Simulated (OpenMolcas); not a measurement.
**Pt⁵⁺ among point charges: CASSCF and CASPT2 levels and susceptibility**

How does a field of 6 point charges split the states of Pt⁵⁺, and what χT follows?

The numbers are computed with OpenMolcas 26.06 (state-averaged CASSCF and CASPT2, spin-orbit coupling by RASSI with atomic mean-field integrals), except any that are marked as measured or tabulated.

### Step 1. The atom as given

* Species: Pt⁵⁺ (platinum, Z = 78, 73 electrons)
* Basis: ANO-RCC-VDZP [7s6p4d2f], 59 functions
* Scalar Hamiltonian: DKH2, point nucleus
* Inactive shells: 1s 2s 2p 3s 3p 3d 4s 4p 4d 4f 5s 5p
* Active space: 5 electrons in 5 orbitals (5d)
* Some configurations of this space: 5d⁵
* Orbitals: optimised for each spin and parity, averaged over all roots

The outer shells:

5d5
```
5d [↑ ][↑ ][↑ ][↑ ][↑ ]
```

The ion sits among 6 point charges of -1 e arranged as a tetragonal octahedron (D4h), 2.03 Å from the ion.

The work runs as a chain of OpenMolcas steps in one folder; each step below is one input file. Labels, J, g values, rates, χT and fits are worked out afterwards by a script from the matrices that RASSI stores. The input lists half of the charges; inversion (Group=XYZ) makes the rest.

### Step 2. Basis and integrals

The input, a.inp:

```
&GATEWAY
Coord
1

Pt 0.0 0.0 0.0
Basis=ANO-RCC-VDZP
Group=XYZ
NoMove
AngMom=0.0 0.0 0.0
AMFI
XField
3 Angstrom 0
2.030000 0.000000 0.000000 -1.000000
0.000000 2.030000 0.000000 -1.000000
0.000000 0.000000 2.030000 -1.000000
&SEWARD
```

Launch:

```bash
$ OMP_NUM_THREADS=1 MOLCAS_MEM=1689 MOLCAS_PROJECT=a pymolcas a.inp > a.log
```

### Step 3. CASSCF: sextets of even parity, 1 root

The input, a.inp:

```
&RASSCF
FileOrb=start.orb
Symmetry=1
Spin=6
nActEl=5 0 0
Inactive=15 19
Ras2=5 0
CIRoot=1 1 1
SDav=1
CIMx=300
Iter=120 100
PrWF=0.3
OrbListing=Nothing
MaxOrb=0
>>> COPY $Project.JobIph JOB001
```

start.orb holds the contracted functions of the basis, ordered by shell, or the orbitals of the step before.

### Step 4. Reference wave functions, quartets of even parity, 24 roots

The input, a.inp:

```
&RASSCF
FileOrb=start.orb
Symmetry=1
Spin=4
nActEl=5 0 0
Inactive=15 19
Ras2=5 0
CIRoot=24 24 1
SDav=24
CIMx=300
Iter=120 100
PrWF=0.3
OrbListing=Nothing
MaxOrb=0
>>> COPY $Project.JobIph JOB002
```

### Step 5. Reference wave functions, doublets of even parity, 75 roots

The input, a.inp:

```
&RASSCF
FileOrb=start.orb
Symmetry=1
Spin=2
nActEl=5 0 0
Inactive=15 19
Ras2=5 0
CIRoot=75 75 1
SDav=75
CIMx=300
Iter=120 100
PrWF=0.3
OrbListing=Nothing
MaxOrb=0
>>> COPY $Project.JobIph JOB003
```

### Step 6. State interaction with spin-orbit coupling

The input, a.inp:

```
&RASSI
NrOfJobIphs=3 1 24 75
1
1 2 3 4 5 6 7 8 9 10 11 12 13 14 15 16 17 18 19 20 21 22 23 24
1 2 3 4 5 6 7 8 9 10 11 12 13 14 15 16 17 18 19 20 21 22 23 24 25 26 27
28 29 30 31 32 33 34 35 36 37 38 39 40 41 42 43 44 45 46 47 48 49 50 51
52 53 54 55 56 57 58 59 60 61 62 63 64 65 66 67 68 69 70 71 72 73 74 75
IphNames
JOB001
JOB002
JOB003
EJob
SpinOrbit
DIPRint=1.0
SOCoupling=1000.0
Subsets=2
Property=9
'ANGMOM' 1 'ANGMOM' 2 'ANGMOM' 3 'MLTPL  1' 1 'MLTPL  1' 2 'MLTPL  1' 3
'AMFI' 1 'AMFI' 2 'AMFI' 3
SOProperty=3
'ANGMOM' 1 'ANGMOM' 2 'ANGMOM' 3
```

### Step 7. CASPT2: IPEA 0.25, imaginary shift 0.1 (closed shells correlated: 5s 5p)

The input, a.inp:

```
>>> COPY JOB001 $Project.JobIph
&CASPT2
Multistate=1 1
Frozen=14 16
IPEA=0.25
Imaginary=0.1
MaxIter=60
WThr=0.0 0.3 0.05
PrWF=0.5
NoMix
>>> COPY JOB002 $Project.JobIph
&CASPT2
Multistate=24 1 2 3 4 5 6 7 8 9 10 11 12 13 14 15 16 17 18 19 20 21 22
23 24
NoMult
Frozen=14 16
IPEA=0.25
Imaginary=0.1
MaxIter=60
WThr=0.0 0.3 0.05
PrWF=0.5
NoMix
>>> COPY JOB003 $Project.JobIph
&CASPT2
Multistate=75 1 2 3 4 5 6 7 8 9 10 11 12 13 14 15 16 17 18 19 20 21 22
23 24 25 26 27 28 29 30 31 32 33 34 35 36 37 38 39 40 41 42 43 44 45 46
47 48 49 50 51 52 53 54 55 56 57 58 59 60 61 62 63 64 65 66 67 68 69 70
71 72 73 74 75
NoMult
Frozen=14 16
IPEA=0.25
Imaginary=0.1
MaxIter=60
WThr=0.0 0.3 0.05
PrWF=0.5
NoMix
```

(Steps that only read results are left out.)

What does the calculation give? Wanted: spin-free ground state; lowest level; next level.

The runs gave:

| quantity | value |
| --- | --- |
| method | SS-CASPT2, IPEA 0.25, imaginary shift 0.1 (closed shells correlated: 5s 5p) |
| spin-free ground state | 6A1, 1-fold in its orbital part |
| lowest level | 2-fold E3/2, g = 3.17, 3.17, 3.17 |
| next level | 116.1 cm⁻¹ |
| χT at 300 K | 3.91 cm³ K/mol |
| effective moment at 300 K | 5.59 μB |

Cost by method:

```tsv
method	time of its own steps	time with the reference
A. CASSCF	20 s	20 s
B. SS-CASPT2, IPEA 0.25, imaginary shift 0.1, +5s 5p	6.5 s	27 s
```

Times are of one thread on a shared host.

The spin-free ground state (6A1) comes to 100 % from free-ion S terms and keeps the highest spin of the shell. χT at 300 K is 3.91, against 4.39 cm³ K/mol for the spin alone, so spin-orbit coupling lowers it. An active space of the d shell alone favours high spin; real ions in strong fields can be low spin. CASPT2 does not keep the components of a term degenerate, and the means are used. The field of point charges can differ much from that of real complexes. With metal d orbitals alone active, the gaps between spin states are rough; where two lie within a few thousand cm-1, their order is open. Point charges carry no covalency, so the field is a model and not that of real ligands.
